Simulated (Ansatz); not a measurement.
# F− with SiH3F: superposition error and deformation

One table from this session's results is given with a row withheld; the runs are named, their logs left out.

Computed with Ansatz 0.2.0, Gaussian basis. Level: PBE0-D4 structures, single points in def2-TZVPPD.

Levels: PBE-D4, revPBE-D4, BLYP-D4, r2SCAN-D4, B97M-V, PBE0-D4, B3LYP-D4, HSE06-D4, wB97X-V, wB97M-V, B2PLYP, Hartree-Fock, MP2, CCSD, CCSD(T).

Cores are frozen in the correlated methods. B3LYP uses VWN-RPA correlation. B2PLYP carries no dispersion term here.

129 further runs of the same task are left out: 129 set aside as unsound or not needed.

### The starting structure

The relaxed pair: 6 atoms, charge -1, spin multiplicity 1.

Atoms are counted from 1 here; the program's logs count them from 0.

Bond lengths: F1–Si2 1.739 Å, Si2–F3 1.739 Å, Si2–H4 1.508 Å, Si2–H5 1.508 Å, Si2–H6 1.508 Å. Angles: F1–Si2–F3 180.0°, F1–Si2–H4 90.0°, F1–Si2–H5 90.0°, F1–Si2–H6 90.0°, F3–Si2–H4 90.0°, F3–Si2–H5 90.0°, F3–Si2–H6 90.0°, H4–Si2–H5 120.0°, H4–Si2–H6 120.0°, H5–Si2–H6 120.0°.

Coordinates:

```
F     0.41196   -0.20828   -1.67617
Si    0.00000    0.00000    0.00000
F    -0.41197    0.20828    1.67618
H    -1.43157   -0.36164   -0.30689
H     0.98590   -1.07744    0.37618
H     0.44568    1.43908   -0.06930
```

Atoms 1 to 1 are fragment A (F−), the rest fragment B (SiH3F). From earlier runs, pair energy (eV) and counterpoise interaction (kJ/mol):

| method | E(pair) | interaction |
| --- | --- | --- |
| PBE-D4 | -13357.54479 | -320.73 |
| revPBE-D4 | -13363.52585 | -312.15 |
| BLYP-D4 | -13366.52566 | -305.04 |
| r2SCAN-D4 | -13363.90401 | -346.51 |
| B97M-V | -13362.86452 | -350.50 |
| PBE0-D4 | -13358.28426 | -343.34 |
| B3LYP-D4 | -13367.86463 | -327.68 |
| HSE06-D4 | -13357.86048 | -343.22 |
| wB97X-V | -13363.80952 | -339.98 |
| wB97M-V | -13364.80725 | -343.02 |
| B2PLYP | -13360.80123 | -327.32 |
| Hartree-Fock | -13327.34697 | -348.02 |
| MP2 | -13345.73522 | -332.53 |
| CCSD(T) | -13346.77393 | -333.75 |

First each fragment is run alone in its own basis, frozen in the shape it has in the pair (a, b).

Set-up of the first run:

Contents of a/in.yaml:

```yaml
crystal:
  periodic: [false, false, false]
  atoms:
    - {symbol: F, position_ang: [0.411958, -0.208283, -1.676173]}
basis:
  gaussian: {orbitals: "def2-TZVPPD.json"}
total_charge: -1
hamiltonian: {xc: {name: wB97X-V}}
```

Contents of b/in.yaml:

```yaml
crystal:
  periodic: [false, false, false]
  atoms:
    - {symbol: Si, position_ang: [0.000002, 0.000002, 0.000003]}
    - {symbol: F, position_ang: [-0.411968, 0.208281, 1.676179]}
    - {symbol: H, position_ang: [-1.431573, -0.361643, -0.306888]}
    - {symbol: H, position_ang: [0.985900, -1.077436, 0.376182]}
    - {symbol: H, position_ang: [0.445680, 1.439079, -0.069302]}
basis:
  gaussian: {orbitals: "def2-TZVPPD.json"}
hamiltonian: {xc: {name: wB97X-V}}
```

The basis file named in the input lies beside it (Basis Set Exchange, JSON).

The same command starts each run, in its folder.

Launch:

```
$ ansatz run in.yaml --threads 2 --pin off --events-out ev --progress --plain --max-ram 5222MiB
```

Steps of the session up to this table: wB97X-V/def2-TZVPPD; wB97M-V/def2-TZVPPD; B2PLYP/def2-TZVPPD; B97M-V/def2-TZVPPD; CCSD(T)/def2-TZVPPD; Relaxing SiH3F alone; PBE-D4/def2-TZVPPD; r2SCAN-D4/def2-TZVPPD; PBE0-D4/def2-TZVPPD; B3LYP-D4/def2-TZVPPD; BLYP-D4/def2-TZVPPD; revPBE-D4/def2-TZVPPD; HSE06-D4/def2-TZVPPD.

One of the session's tables, all rows but one given; the rest of the session is left out.

```
      method  interaction with counterpoise (kJ/mol)
      PBE-D4                                 -320.73
   revPBE-D4                                 -312.15
     BLYP-D4                                 -305.04
   r2SCAN-D4                                 -346.51
      B97M-V                                 -350.50
     PBE0-D4                                 -343.34
    B3LYP-D4                                 -327.68
    HSE06-D4                                 -343.22
     wB97X-V                                 -339.98
     wB97M-V                                 -343.02
      B2PLYP                                 -327.32
Hartree-Fock                                 -348.02
         MP2                                 -332.53
        CCSD                                       ?
     CCSD(T)                                 -333.75
```

**Question.** Estimate the row for CCSD.

**Answer.** interaction with counterpoise (kJ/mol): -336.81. In the column «interaction with counterpoise (kJ/mol)» it lies between wB97X-V (-339.98) and CCSD(T) (-333.75).
